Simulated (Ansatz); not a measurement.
**BFH2OS (SMILES OB(F)S): one structure at several levels**

An exercise on one series of results from a longer session: the logs are not shown, and one member is left open.

Program: Ansatz 0.2.0, Gaussian basis. Level of theory: single points in def2-TZVPP. These are calculated values, not measurements.

Cores are frozen in the correlated methods.

### Starting geometry

6 atoms, charge 0, spin multiplicity 1.

Atoms are counted from 1 here; the program's logs count them from 0.

Bond lengths: O1–B2 1.389 Å, O1–H5 0.932 Å, B2–F3 1.340 Å, B2–S4 1.883 Å, S4–H6 1.414 Å. Angles: B2–O1–H5 118.4°, O1–B2–F3 123.1°, O1–B2–S4 118.2°, F3–B2–S4 118.8°, B2–S4–H6 97.2°.

Coordinates:

```xyz
6

O     1.32040    0.64570   -0.17160
B     0.15380   -0.09210   -0.01230
F     0.14690   -1.42050    0.16300
S    -1.48940    0.82620   -0.04200
H     2.12500    0.18620   -0.26740
H    -2.31990   -0.28660    0.22390
```

Set-up of the first run:

Contents of run/in.yaml:

```yaml
crystal:
  periodic: [false, false, false]
  atoms:
    - {symbol: O, position_ang: [1.320400, 0.645700, -0.171600]}
    - {symbol: B, position_ang: [0.153800, -0.092100, -0.012300]}
    - {symbol: F, position_ang: [0.146900, -1.420500, 0.163000]}
    - {symbol: S, position_ang: [-1.489400, 0.826200, -0.042000]}
    - {symbol: H, position_ang: [2.125000, 0.186200, -0.267400]}
    - {symbol: H, position_ang: [-2.319900, -0.286600, 0.223900]}
basis:
  gaussian: {orbitals: def2-TZVPP}
correlation: {method: ccsd_t}
output: {forces: true}
```

The command line of these runs was not kept.

Among the steps run: CCSD(T)/def2-TZVPP; PBE0-D4/def2-TZVPP; wB97M-V/def2-TZVPP; r2SCAN-D4/def2-TZVPP; PBE-D4/def2-TZVPP; HSE06-D4/def2-TZVPP; wB97X-V/def2-TZVPP.

One of the session's tables, all rows but one given; the rest of the session is left out.

```
   method  RMS force component (eV/Å)  angle to CCSD(T) forces (°)  dipole (D)
  CCSD(T)                       0.956                    reference        1.41
  PBE0-D4                       0.989                          5.8        1.43
  wB97M-V                           ?                            ?           ?
r2SCAN-D4                       0.975                          3.6        1.47
   PBE-D4                       0.994                         13.5        1.41
 HSE06-D4                       0.989                          5.8        1.43
  wB97X-V                       0.995                          4.2        1.50
```

Q: Estimate the row for wB97M-V from the others.

**Answer.** RMS force component (eV/Å): 0.986; angle to CCSD(T) forces (°): 3.7; dipole (D): 1.46. In the column «RMS force component (eV/Å)» it lies between r2SCAN-D4 (0.975) and PBE0-D4 (0.989).
